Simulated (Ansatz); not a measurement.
# C3H8ClGaSi2: the cost of one run

Program: Ansatz 0.2.0, Gaussian basis. Level of theory: BLYP/6-31G* with D4 dispersion. These are calculated values, not measurements.

## (1) The relaxed structure

The geometry comes from an earlier relaxation with PBE0-D4 in a triple-zeta def2 set; it is a stationary point, not always the lowest conformer.

SMILES `[SiH3][SiH2][C]1=C[CH2][Ga]1[Cl]`, 15 atoms, charge 0, spin multiplicity 1.

Atoms are counted from 1 here; the program's logs count them from 0.

Bond lengths: Si1–Si2 2.341 Å, Si1–H8 1.488 Å, Si1–H9 1.489 Å, Si1–H10 1.489 Å, Si2–C3 1.847 Å, Si2–H11 1.493 Å, Si2–H12 1.489 Å, C3–C4 1.351 Å, C3–Ga6 1.968 Å, C4–C5 1.515 Å, C4–H13 1.094 Å, C5–Ga6 2.001 Å, C5–H14 1.093 Å, C5–H15 1.093 Å, Ga6–Cl7 2.134 Å. Angles: Si2–Si1–H8 111.6°, Si2–Si1–H9 110.0°, Si2–Si1–H10 109.8°, H8–Si1–H9 108.6°, H8–Si1–H10 108.6°, H9–Si1–H10 108.2°, Si1–Si2–C3 108.6°, Si1–Si2–H11 109.9°, Si1–Si2–H12 108.9°, C3–Si2–H11 111.4°, C3–Si2–H12 109.7°, H11–Si2–H12 108.2°, Si2–C3–C4 129.5°, Si2–C3–Ga6 143.6°, C4–C3–Ga6 86.8°, C3–C4–C5 116.1°, C3–C4–H13 123.4°, C5–C4–H13 120.5° and more.

As a file:

```
Si    0.15384   -0.16489    2.82658
Si    0.64666   -1.29523    0.83664
C     0.19882   -0.20576   -0.58647
C    -0.77406   -0.35708   -1.51106
C    -0.90456    0.75718   -2.52851
Ga    0.62287    1.50047   -1.47038
Cl    1.95816    3.16085   -1.34340
H     0.58678   -0.94161    4.01992
H    -1.31179    0.07805    2.92495
H     0.84598    1.15344    2.84144
H    -0.09731   -2.58832    0.78913
H     2.10520   -1.59469    0.80087
H    -1.44081   -1.22372   -1.54811
H    -0.72655    0.44089   -3.55904
H    -1.86322    1.28040   -2.49255
```

## (2) The run

File in.yaml:

```yaml
crystal:
  periodic: [false, false, false]
  atoms:
    - {symbol: Si, position_ang: [0.153839, -0.164887, 2.826575]}
    - {symbol: Si, position_ang: [0.646656, -1.295226, 0.836639]}
    - {symbol: C, position_ang: [0.198822, -0.205760, -0.586470]}
    - {symbol: C, position_ang: [-0.774055, -0.357085, -1.511056]}
    - {symbol: C, position_ang: [-0.904564, 0.757177, -2.528508]}
    - {symbol: Ga, position_ang: [0.622871, 1.500473, -1.470378]}
    - {symbol: Cl, position_ang: [1.958161, 3.160853, -1.343404]}
    - {symbol: H, position_ang: [0.586775, -0.941611, 4.019925]}
    - {symbol: H, position_ang: [-1.311791, 0.078045, 2.924952]}
    - {symbol: H, position_ang: [0.845978, 1.153436, 2.841441]}
    - {symbol: H, position_ang: [-0.097307, -2.588318, 0.789128]}
    - {symbol: H, position_ang: [2.105203, -1.594691, 0.800870]}
    - {symbol: H, position_ang: [-1.440813, -1.223721, -1.548113]}
    - {symbol: H, position_ang: [-0.726552, 0.440892, -3.559045]}
    - {symbol: H, position_ang: [-1.863222, 1.280403, -2.492555]}
basis:
  gaussian: {orbitals: "6-31G*"}
magnetization: {spin_polarized: true, initial_magnetization: 0}
hamiltonian: {xc: {name: BLYP}, dispersion: d4}
md: {timestep: 2 fs, n_steps: 50, ensemble: nvt_langevin, temperature: 500, initial_velocities: maxwell_boltzmann, friction: 0.01, seed: 667}
```

Started as:

```bash
ansatz run in.yaml --threads 2 --pin off --events-out ev --progress --plain --max-ram 22528MiB --backend cpu
```

Q: Estimate wall time and peak memory on 2 threads of AMD EPYC 7R13, shared host.

About 5.2 min, with a peak of 0.78 GiB.
